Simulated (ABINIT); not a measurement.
Set up this calculation in ABINIT 10.8.3 (patched build), as an ASE script.

| Quantity | Value |
| --- | --- |
| Task | single point |
| Functional | PBE |
| Potentials or basis | JTH PAW PBE v2.0 |
| Cutoff | 599 eV |
| k mesh | 8 × 8 × 8 |
| Occupations | fermi-dirac, width 0.05 eV |
| Spin | no spin polarisation |
| Fine-grid cutoff | 1197.3 eV |
| Exchange and correlation inside the PAW spheres | full angular mesh (pawxcdev 0, this build's default; the released program takes 1) |

The structure of GaGe lies in GaGe.xyz:

```xyz
2
Lattice="0.0000000000 2.8978440000 2.8978440000 2.8978440000 0.0000000000 2.8978440000 2.8978440000 2.8978440000 0.0000000000" Properties=species:S:1:pos:R:3 pbc="T T T"
Ge     0.0000000000      0.0000000000      0.0000000000
Ga     1.4489220000      1.4489220000      1.4489220000
```

The cell comes from a database or a generator and needn't be the stable form of this composition.

The input as run:

run.py

```python
import json, os
import numpy as np
from ase.units import GPa
from ase.calculators.abinit import Abinit, AbinitProfile
from ase.io import read

atoms = read('GaGe.xyz')

profile = AbinitProfile(command='abinit', pp_paths=[os.path.abspath('pseudos')])
params = dict(
    pps='pawxml', xc='PBE',
    ecut=598.6505,
    pawecutdg=1197.301,
    kptopt=1,
    ngkpt=[8, 8, 8],
    nshiftk=1,
    shiftk=[0.0, 0.0, 0.0],
    ixc=11,
    nband=18,
    occopt=3,
    tsmear=0.05,
    nstep=100,
    tolvrs=1e-09,
    prtwf=0,
    prtden=0,
)

atoms.calc = Abinit(profile=profile, directory='run', **params)
energy = atoms.get_potential_energy()
forces = atoms.get_forces()
stress = atoms.get_stress()
print(f'energy {energy:.6f} eV')
print('forces (eV/A)')
print(np.round(forces, 5))
print('stress (GPa, Voigt, tension positive)', np.round(stress / GPa, 4))
json.dump(dict(energy=energy, forces=forces.tolist(), stress=stress.tolist(), cell=atoms.cell.tolist(), frac=atoms.get_scaled_positions(wrap=False).tolist()), open('results.json', 'w'))
```

Potentials or basis: JTH PAW PBE v2.0.

Command:

```sh
$ python run.py
```

Results of the run:

| Quantity | Value |
| --- | --- |
| Pressure | 0.0 GPa |
| Band gap on the k mesh | none (metal or under the smearing width) |
| Valence electrons inside the program's atomic spheres | Ge 12.30; Ga 11.04 |

Run time: 29 s on 1 thread of Arm Neoverse V2, with other jobs on the host, peak memory 0.13 GiB.
